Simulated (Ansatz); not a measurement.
# F3OTa: the cost of one run

Method: the settings change from run to run; program: Ansatz 0.2.0, Gaussian basis.

## (1) The geometry

The geometry comes from an earlier relaxation with PBE0-D4 in a triple-zeta def2 set; it is a stationary point. Ta takes a core potential in def2 sets; no spin-orbit term is included.

SMILES `[O]=[Ta]([F])([F])[F]`, 5 atoms, charge 0, spin multiplicity 1.

Atoms are counted from 1 here; the program's logs count them from 0.

Bond lengths: O1–Ta2 1.706 Å, Ta2–F3 1.867 Å, Ta2–F4 1.867 Å, Ta2–F5 1.867 Å. Angles: O1–Ta2–F3 107.7°, O1–Ta2–F4 107.7°, O1–Ta2–F5 107.7°, F3–Ta2–F4 111.2°, F3–Ta2–F5 111.2°, F4–Ta2–F5 111.2°.

## (2) rPW86-PBE/def2-TZVP

This run has charge +1, multiplicity 2, atoms shaken by 0.15 Å, finite nuclei, D3(BJ) with three-body dispersion.

in.yaml

```yaml
crystal:
  periodic: [false, false, false]
  atoms:
    - {symbol: O, position_ang: [-0.749346, -0.190143, 1.130818]}
    - {symbol: Ta, position_ang: [0.140378, -0.230172, 0.081993]}
    - {symbol: F, position_ang: [1.284670, -1.149329, 0.297439]}
    - {symbol: F, position_ang: [-1.156549, -0.642377, -1.089661]}
    - {symbol: F, position_ang: [0.581405, 1.516351, -0.321250]}
basis:
  gaussian: {orbitals: def2-TZVP, nuclear_model: gaussian}
total_charge: 1
magnetization: {spin_polarized: true, initial_magnetization: 1}
hamiltonian: {xc: {name: rPW86-PBE}, dispersion: d3bjatm}
output: {forces: true}
```

Launch:

```bash
> ansatz run in.yaml --threads 4 --pin off --events-out ev --progress --plain --max-ram 10444MiB
```

**Question.** How long does this run take on 4 threads of Intel Xeon Platinum 8259CL at 2.50GHz, shared host, and how much memory does it need?

About 8 s, with a peak of 0.44 GiB.
